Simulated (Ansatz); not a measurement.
# Zn3P under changes of volume

One of the cells (15.708 Å³/atom); the others are scaled copies at fixed shape and fractional positions:

```
Zn P
1.0
     3.97552    0.00000    0.00000
     0.00000    3.97552    0.00000
     0.00000    0.00000    3.97552
Zn P
3 1
Direct
  0.50000 0.50000 0.00000
  0.50000 0.00000 0.50000
  0.00000 0.50000 0.50000
  0.00000 0.00000 0.00000
```

The cell comes from a database or a generator and needn't be the stable form of this composition.

- Program: Ansatz 0.2.0
- Functional: PBE
- Potentials or basis: Ansatz PAW
- Cutoff: 420 eV (not typed: the program's choice for these potentials)
- k mesh: 7 × 7 × 7
- Occupations: fermi-dirac, width 0.05 eV
- Spin: no spin polarisation

```csv
volume (Å³/atom),energy over the lowest point (meV/atom),pressure (GPa)
14.766,9.69,4.5
15.080,3.02,2.5
15.394,0.00,0.7
15.708,0.28,-0.9
16.022,?,?
16.336,9.16,-3.5
16.650,17.12,-4.6
```

What does the run at 16.022 Å³/atom give?

Energy over the lowest point 3.45 meV/atom; pressure -2.3 GPa.

Worked out: A Birch-Murnaghan fit of order 3 (a polynomial in V^(-2/3)) to the other rows has its minimum at 15.52 Å³/atom with B0 = V·E''(V) = 78 GPa and B' = 5.1. It gives 3.44 meV/atom at 16.022 Å³/atom, against the run's 3.45, and -dE/dV = -2.3 GPa, against -2.3.

Energies are extrapolated to zero smearing.
